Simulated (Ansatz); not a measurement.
# CH₃Cl₂FMoOS: ionisation energy by level of theory

An exercise on one series of results from a longer session: the logs are not shown, and one member is left open.

Computed with Ansatz 0.2.0, Gaussian basis. Level: unrestricted cation, the program's frozen cores in correlated methods.

Levels to be run: UKS PBE-D4/def2-TZVPP; UKS r2SCAN-D4/def2-TZVPP; UKS PBE0-D4/def2-TZVPP; UKS B3LYP-D4/def2-TZVPP; UKS wB97X-V/def2-TZVPP; UKS wB97M-V/def2-TZVPP; UKS B2PLYP/def2-TZVPP; UHF-CCSD(T)/def2-TZVPP; UHF-MP2/def2-QZVPP; extrapolation to the limit; then −ε(HOMO) from the neutral's earlier runs with LDA (SPW92), PBE-D4, revPBE-D4, BLYP-D4, r2SCAN-D4, B97M-V, PBE0-D4, B3LYP-D4, r2SCANh-D4, r2SCAN0-D4, HSE06-D4, BHLYP-D4, CAM-B3LYP-D4, LC-ωPBE, ωB97X-V, ωB97M-V.

## Structure used throughout

The geometry comes from an earlier relaxation with PBE0-D4 in a triple-zeta def2 set; it is a stationary point, not always the lowest conformer. Mo takes the def2 core potential; no spin-orbit term is included.

SMILES `C[O][Mo]([F])(=[S])([Cl])[Cl]`, 10 atoms, charge 0, spin multiplicity 1.

Atoms are counted from 1 here; the program's logs count them from 0.

Bond lengths: C1–O2 1.399 Å, C1–H8 1.096 Å, C1–H9 1.094 Å, C1–H10 1.091 Å, O2–Mo3 1.831 Å, Mo3–F4 1.860 Å, Mo3–S5 2.068 Å, Mo3–Cl6 2.283 Å, Mo3–Cl7 2.301 Å. Angles: O2–C1–H8 108.8°, O2–C1–H9 110.5°, O2–C1–H10 108.5°, H8–C1–H9 109.5°, H8–C1–H10 109.8°, H9–C1–H10 109.7°, C1–O2–Mo3 135.3°, O2–Mo3–F4 87.5°, O2–Mo3–S5 104.6°, O2–Mo3–Cl6 151.9°, O2–Mo3–Cl7 85.8°, F4–Mo3–S5 108.3°, F4–Mo3–Cl6 84.3°, F4–Mo3–Cl7 145.3°, S5–Mo3–Cl6 103.5°, S5–Mo3–Cl7 106.3°, Cl6–Mo3–Cl7 85.8°.

Coordinates:

```xyz
10

C     0.4691   -1.6700   -0.1147
O    -0.0631   -0.5025   -0.6728
Mo   -0.4370    1.1806   -0.0565
F    -2.0346    0.4955    0.6046
S    -0.8551    2.2786   -1.7582
Cl   -0.6598    2.7058    1.6281
Cl    1.8282    1.3725    0.2968
H     1.4955   -1.4685    0.2138
H    -0.1314   -1.9939    0.7410
H     0.4711   -2.4490   -0.8790
```

The first run:

The input, in.yaml:

```yaml
crystal:
  periodic: [false, false, false]
  atoms:
    - {symbol: C, position_ang: [0.469126, -1.670043, -0.114741]}
    - {symbol: O, position_ang: [-0.063077, -0.502502, -0.672814]}
    - {symbol: Mo, position_ang: [-0.436987, 1.180563, -0.056483]}
    - {symbol: F, position_ang: [-2.034553, 0.495470, 0.604571]}
    - {symbol: S, position_ang: [-0.855080, 2.278564, -1.758237]}
    - {symbol: Cl, position_ang: [-0.659777, 2.705817, 1.628080]}
    - {symbol: Cl, position_ang: [1.828227, 1.372454, 0.296758]}
    - {symbol: H, position_ang: [1.495500, -1.468546, 0.213781]}
    - {symbol: H, position_ang: [-0.131402, -1.993885, 0.740963]}
    - {symbol: H, position_ang: [0.471122, -2.448993, -0.878980]}
basis:
  gaussian: {orbitals: def2-TZVPP}
total_charge: 1
magnetization: {spin_polarized: true, initial_magnetization: 1}
hamiltonian: {xc: pbe, dispersion: d4}
```

Command:

```bash
$ ansatz run in.yaml --threads 2 --pin off --events-out ev --progress --plain --max-ram 32768MiB --backend cuda --devices 0, --max-vram 18GiB
```

Steps of the session up to this table: Cation, UKS PBE-D4/def2-TZVPP; Cation, UKS r2SCAN-D4/def2-TZVPP; Cation, UKS PBE0-D4/def2-TZVPP; Cation, UKS B3LYP-D4/def2-TZVPP; Cation, UKS wB97X-V/def2-TZVPP; Cation, UKS wB97M-V/def2-TZVPP; Cation, UKS B2PLYP (frozen core)/def2-TZVPP; Cation, UHF-CCSD(T)/def2-TZVPP; Cation, UHF-MP2/def2-QZVPP.

One table of the session follows, with a row left open; its other results are not shown here.

It belongs to the step «Ionisation energies side by side». For comparison, −ε(HOMO) of the neutral from earlier runs:

```
  functional  −ε(HOMO) (eV)
 LDA (SPW92)           7.29
      PBE-D4           7.14
   revPBE-D4           7.08
     BLYP-D4           6.97
   r2SCAN-D4           7.48
      B97M-V           7.57
     PBE0-D4           8.44
    B3LYP-D4              ?
  r2SCANh-D4           7.95
  r2SCAN0-D4           8.66
    HSE06-D4           8.04
    BHLYP-D4           9.57
CAM-B3LYP-D4           9.70
     LC-ωPBE          11.04
     ωB97X-V          10.69
     ωB97M-V          10.54
```

Estimate the missing values for B3LYP-D4.

Worked estimate for «−ε(HOMO) (eV)». Against the share of exact exchange, BLYP-D4 (0, 6.97), BHLYP-D4 (0.5, 9.57) give a slope of 5.20 per unit share; at 0.2 the line stands at 8.01.

As computed: −ε(HOMO) (eV): 8.17. In «−ε(HOMO) (eV)» the line misses by -0.16.

Caveats from the session: The cation may have settled in a state other than its lowest; no search over hole states beyond the program's own was made.
